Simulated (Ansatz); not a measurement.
# C3H3ClFInO2: how energies converge with the basis set

One table from this session's results is given with a row withheld; the runs are named, their logs left out.

Method: one geometry, several basis sets; program: Ansatz 0.2.0, Gaussian basis.

The runs, in order: PBE0-D4/def2-SVP; ωB97M-V/def2-SVP; PBE0-D4/def2-QZVPP; ωB97M-V/def2-QZVPP; the functionals' def2-TZVPP values are taken from earlier runs.

## The relaxed structure

The geometry comes from an earlier relaxation with PBE0-D4 in a triple-zeta def2 set; it is a stationary point, not always the lowest conformer. In takes the def2 core potential; no spin-orbit term is included.

SMILES `[F][In-]1([Cl])[O]C=CC=[O+]1`, 11 atoms, charge 0, spin multiplicity 1.

Atoms are counted from 1 here; the program's logs count them from 0.

Bond lengths: F1–In2 1.935 Å, In2–Cl3 2.296 Å, In2–O4 2.103 Å, In2–O8 2.103 Å, O4–C5 1.265 Å, C5–C6 1.391 Å, C5–H9 1.096 Å, C6–C7 1.391 Å, C6–H10 1.082 Å, C7–O8 1.265 Å, C7–H11 1.096 Å. Angles: F1–In2–Cl3 122.9°, F1–In2–O4 106.9°, F1–In2–O8 106.9°, Cl3–In2–O4 112.6°, Cl3–In2–O8 112.6°, O4–In2–O8 89.9°, In2–O4–C5 123.8°, O4–C5–C6 128.4°, O4–C5–H9 114.7°, C6–C5–H9 116.9°, C5–C6–C7 125.8°, C5–C6–H10 117.1°, C7–C6–H10 117.1°, C6–C7–O8 128.4°, C6–C7–H11 116.9°, O8–C7–H11 114.7°, In2–O8–C7 123.8°.

Set-up of the first run:

The input, in.yaml:

```yaml
crystal:
  periodic: [false, false, false]
  atoms:
    - {symbol: F, position_ang: [-1.667125, -2.745007, -0.274325]}
    - {symbol: In, position_ang: [-0.846190, -1.240454, -1.171485]}
    - {symbol: Cl, position_ang: [-0.895372, -0.968804, -3.451257]}
    - {symbol: O, position_ang: [-1.447830, 0.490841, -0.139403]}
    - {symbol: C, position_ang: [-0.687541, 1.155819, 0.622804]}
    - {symbol: C, position_ang: [0.650759, 0.924432, 0.923032]}
    - {symbol: C, position_ang: [1.428124, -0.116152, 0.425441]}
    - {symbol: O, position_ang: [1.090267, -1.035095, -0.376188]}
    - {symbol: H, position_ang: [-1.160452, 2.023060, 1.098262]}
    - {symbol: H, position_ang: [1.129409, 1.614862, 1.604210]}
    - {symbol: H, position_ang: [2.471348, -0.160403, 0.759408]}
basis:
  gaussian: {orbitals: def2-SVP}
hamiltonian: {xc: pbe0, dispersion: d4}
output: {orbitals: {seedname: orbitals}}
```

Command:

```sh
$ ansatz run in.yaml --threads 2 --pin off --events-out ev --progress --plain --max-ram 32768MiB --backend cpu
```

Steps of the session up to this table: PBE0-D4 in def2-SVP; ωB97M-V in def2-SVP; PBE0-D4 in def2-QZVPP; ωB97M-V in def2-QZVPP.

One of the session's tables, all rows but one given; the rest of the session is left out.

It belongs to the step «Density functionals: the series». 

| functional | basis | HOMO (eV) | LUMO (eV) |
| --- | --- | --- | --- |
| PBE0-D4 | def2-SVP | -8.03 | -2.52 |
| PBE0-D4 | def2-TZVPP | ? | ? |
| PBE0-D4 | def2-QZVPP | -8.09 | -2.68 |
| ωB97M-V | def2-SVP | -10.09 | -0.32 |
| ωB97M-V | def2-TZVPP | -10.16 | -0.50 |
| ωB97M-V | def2-QZVPP | -10.18 | -0.56 |

Estimate the missing values for PBE0-D4, def2-TZVPP.

As computed: HOMO (eV): -8.07; LUMO (eV): -2.64. In the column «HOMO (eV)» it lies between PBE0-D4, def2-QZVPP (-8.09) and PBE0-D4, def2-SVP (-8.03).
